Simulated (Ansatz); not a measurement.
# TlRuS3: the cost of one run

Program: Ansatz 0.2.0. Level of theory: DFT PBE, scalar-relativistic, plane waves, PAW. These are calculated values, not measurements.

**1. Starting point**

It takes space group P6_3/mmc (No. 194, hexagonal). Conventional cell: a = 6.584 Å, b = 6.584 Å, c = 5.531 Å, α = 90.00°, β = 90.00°, γ = 120.00°. Tl (site symmetry -6m2) has 12 S at 3.29 to 3.36 Å in its first shell of neighbours. Around Ru (site symmetry -3m) lie 6 S at 2.35 Å. Around S (site symmetry mm2) lie 2 Ru at 2.35 Å and 4 Tl at 3.29 to 3.36 Å.

As a file:

```xyz
10
Lattice="6.5840 0.0000 0.0000 -3.2920 5.7019 0.0000 0.0000 0.0000 5.5306" Properties=species:S:1:pos:R:3 pbc="T T T"
Tl    0.0000    3.8013    4.1479
Tl    3.2920    1.9006    1.3826
Ru    0.0000    0.0000    0.0000
Ru    0.0000    0.0000    2.7653
S     3.2920    3.8013    4.1479
S     1.6460    0.9503    4.1479
S     4.9380    0.9503    4.1479
S     0.0000    1.9006    1.3826
S     1.6460    4.7516    1.3826
S    -1.6460    4.7516    1.3826
```

A structure generator made this guess: perovskite family, AX3 layers stacked AB|A (P6_3/mmc, No. 194). Lengths come from tabulated atomic sizes and are only a guess.

**2. The guess as it stands, on a coarse mesh**

File input.yaml:

```yaml
crystal:
  lattice:
    - [6.583995, 0.0, 0.0]
    - [-3.2919975, 5.70190693, 0.0]
    - [0.0, 0.0, 5.5305558]
  atoms:
    - { symbol: Tl, position: [0.33333333, 0.66666667, 0.75] }
    - { symbol: Tl, position: [0.66666667, 0.33333333, 0.25] }
    - { symbol: Ru, position: [0.0, 0.0, 0.0], spin: 1.0 }
    - { symbol: Ru, position: [0.0, 0.0, 0.5], spin: 1.0 }
    - { symbol: S, position: [0.83333333, 0.66666667, 0.75] }
    - { symbol: S, position: [0.33333333, 0.16666667, 0.75] }
    - { symbol: S, position: [0.83333333, 0.16666667, 0.75] }
    - { symbol: S, position: [0.16666667, 0.33333333, 0.25] }
    - { symbol: S, position: [0.66666667, 0.83333333, 0.25] }
    - { symbol: S, position: [0.16666667, 0.83333333, 0.25] }
basis:
  ecutwfc: 420
kpoints:
  mp_grid: { grid: [3, 3, 4] }
hamiltonian:
  xc: pbe
scf:
  occupations: { method: gaussian, width: 0.1 }
  lower_state_search: "off"
output:
  forces: true
  stress: true
  eigenvalues: true
  populations: true
magnetization:
  spin_polarized: true
```

The run is started by

```bash
$ ansatz run input.yaml --threads 1 --pin off --max-ram 2560MiB --backend cpu --events-out ev --progress --plain --runs-dir out
```

**Question.** How long does this run take on 1 thread of Intel Xeon at 2.70GHz, shared host, and how much memory does it need?

About 31 s, with a peak of 0.61 GiB.
